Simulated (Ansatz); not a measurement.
**CH₇NSi₂: basis-set convergence**

Aim: see how fast density functionals converge with the basis set for CH₇NSi₂.

Method: one geometry, several basis sets; program: Ansatz 0.2.0, Gaussian basis.

The runs, in order: PBE0-D4/def2-SVP; ωB97M-V/def2-SVP; PBE0-D4/def2-QZVPP; ωB97M-V/def2-QZVPP; the functionals' def2-TZVPP values are taken from earlier runs.

1 further run of the same task is left out (it didn't finish).

**1. The relaxed structure**

The geometry comes from an earlier relaxation with PBE0-D4 in a triple-zeta def2 set; it is a stationary point, not always the lowest conformer.

11 atoms, charge 0, spin multiplicity 1.

Atoms are counted from 1 here; the program's logs count them from 0.

Bond lengths: C1–Si2 1.862 Å, C1–H5 1.093 Å, C1–H6 1.092 Å, C1–H7 1.093 Å, Si2–N3 1.753 Å, Si2–H8 1.491 Å, Si2–H11 1.485 Å, N3–Si4 1.717 Å, N3–H9 1.011 Å, Si4–H10 1.539 Å. Angles: Si2–C1–H5 110.6°, Si2–C1–H6 111.0°, Si2–C1–H7 110.4°, H5–C1–H6 108.3°, H5–C1–H7 108.1°, H6–C1–H7 108.4°, C1–Si2–N3 111.7°, C1–Si2–H8 110.2°, C1–Si2–H11 110.1°, N3–Si2–H8 106.9°, N3–Si2–H11 109.1°, H8–Si2–H11 108.8°, Si2–N3–Si4 127.4°, Si2–N3–H9 116.3°, Si4–N3–H9 116.3°, N3–Si4–H10 93.9°.

**2. PBE0-D4 in def2-SVP**

Input file in.yaml:

```yaml
crystal:
  periodic: [false, false, false]
  atoms:
    - {symbol: C, position_ang: [-1.004140, 1.063481, -0.373238]}
    - {symbol: Si, position_ang: [-0.483441, -0.664394, 0.084157]}
    - {symbol: N, position_ang: [1.067409, -0.678191, 0.900348]}
    - {symbol: Si, position_ang: [2.602670, -0.305072, 0.228770]}
    - {symbol: H, position_ang: [-1.968366, 1.050298, -0.888294]}
    - {symbol: H, position_ang: [-1.098775, 1.691655, 0.515548]}
    - {symbol: H, position_ang: [-0.269014, 1.518722, -1.041134]}
    - {symbol: H, position_ang: [-1.472868, -1.268479, 1.021524]}
    - {symbol: H, position_ang: [1.056105, -0.936163, 1.878069]}
    - {symbol: H, position_ang: [2.035437, -0.017288, -1.172154]}
    - {symbol: H, position_ang: [-0.399716, -1.511570, -1.132995]}
basis:
  gaussian: {orbitals: def2-SVP}
hamiltonian: {xc: pbe0, dispersion: d4}
output: {orbitals: {seedname: orbitals}}
```

The run is started by

```bash
> ansatz run in.yaml --threads 2 --pin off --events-out ev --progress --plain --max-ram 4352MiB
```

After this run come: ωB97M-V in def2-SVP; PBE0-D4 in def2-QZVPP; ωB97M-V in def2-QZVPP.

Q: Predict the results of all the runs planned. Wanted: PBE0-D4: double and triple zeta above quadruple; ωB97M-V: double and triple zeta above quadruple.

The runs gave:

| quantity | value |
| --- | --- |
| PBE0-D4: double and triple zeta above quadruple | 9.32, 0.70 eV |
| ωB97M-V: double and triple zeta above quadruple | 9.47, 0.66 eV |

What this shows: PBE0-D4 gains 8.62 eV from double to triple zeta, then 0.70 eV more. These are total energies; as a rule much of such shifts cancels in differences, which this series doesn't test.
